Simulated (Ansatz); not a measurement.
# F2H8OSi2: the cost of one run

Program: Ansatz 0.2.0, Gaussian basis. Level of theory: PBE0-D4, def2-SVP first, then def2-TZVP. These are calculated values, not measurements.

190 further runs of the same task are left out: 190 set aside as unsound or not needed.

## Step 1: The starting structure

The guess: 13 atoms, charge 0, spin multiplicity 1.

Atoms are counted from 1 here; the program's logs count them from 0.

Bond lengths: Si1–O3 1.616 Å, Si1–H5 1.444 Å, Si1–H6 1.444 Å, O3–Si4 1.630 Å, Si4–H11 1.461 Å, Si4–H12 1.460 Å, Si4–H13 1.461 Å, H7–F8 1.081 Å. Angles: O3–Si1–H5 104.9°, O3–Si1–H6 104.8°, H5–Si1–H6 133.1°, Si1–O3–Si4 175.3°, O3–Si4–H11 106.5°, O3–Si4–H12 104.9°, O3–Si4–H13 106.3°, H11–Si4–H12 113.0°, H11–Si4–H13 112.4°, H12–Si4–H13 113.0°.

Geometry (Å):

| atom | x (Å) | y (Å) | z (Å) |
| --- | --- | --- | --- |
| Si1 | -0.0547 | 0.3689 | 0.7277 |
| H2 | 0.6847 | -1.1841 | 0.1761 |
| O3 | -0.6345 | 0.8556 | -0.7002 |
| Si4 | -1.1480 | 1.2470 | -2.1964 |
| H5 | 1.0579 | 1.2496 | 0.9977 |
| H6 | -1.2223 | -0.0085 | 1.4894 |
| H7 | 1.3479 | -1.5406 | 2.3426 |
| F8 | 0.8767 | -0.5963 | 2.5782 |
| H9 | 1.1813 | -1.9356 | 0.5537 |
| F10 | 1.7393 | -2.4917 | 1.7188 |
| H11 | 0.0493 | 1.5271 | -2.9851 |
| H12 | -1.9940 | 2.4217 | -2.0088 |
| H13 | -1.8835 | 0.0869 | -2.6937 |

Distances that are to change: Si1–F8 2.29 Å, H7–F10 1.20 Å, H2–H9 0.98 Å, Si1–H2 1.81 Å, H7–F8 1.08 Å, H9–F10 1.41 Å.

## Step 2: Constrained relaxation of the guess

The input, hold/in.yaml:

```yaml
crystal:
  periodic: [false, false, false]
  atoms:
    - {symbol: Si, position_ang: [-0.054700, 0.368900, 0.727700]}
    - {symbol: H, position_ang: [0.684700, -1.184100, 0.176100]}
    - {symbol: O, position_ang: [-0.634500, 0.855600, -0.700200]}
    - {symbol: Si, position_ang: [-1.148000, 1.247000, -2.196400]}
    - {symbol: H, position_ang: [1.057900, 1.249600, 0.997700]}
    - {symbol: H, position_ang: [-1.222300, -0.008500, 1.489400]}
    - {symbol: H, position_ang: [1.347900, -1.540600, 2.342600]}
    - {symbol: F, position_ang: [0.876700, -0.596300, 2.578200]}
    - {symbol: H, position_ang: [1.181300, -1.935600, 0.553700]}
    - {symbol: F, position_ang: [1.739300, -2.491700, 1.718800]}
    - {symbol: H, position_ang: [0.049300, 1.527100, -2.985100]}
    - {symbol: H, position_ang: [-1.994000, 2.421700, -2.008800]}
    - {symbol: H, position_ang: [-1.883500, 0.086900, -2.693700]}
basis:
  gaussian: {orbitals: def2-SVP}
hamiltonian: {xc: pbe0, dispersion: d4}
relax: {f_tol: 0.04, max_steps: 150, escape_saddle: false, constraints: [{distance: [0, 7]}, {distance: [6, 9]}, {distance: [1, 8]}, {distance: [0, 1]}, {distance: [6, 7]}, {distance: [8, 9]}]}
```

Run with:

```bash
ansatz run in.yaml --threads 8 --pin off --events-out ev --progress --plain --max-ram 19148MiB
```

**Question.** How long does this run take on 8 threads of Arm Neoverse V2, shared host?

About 4.6 s.
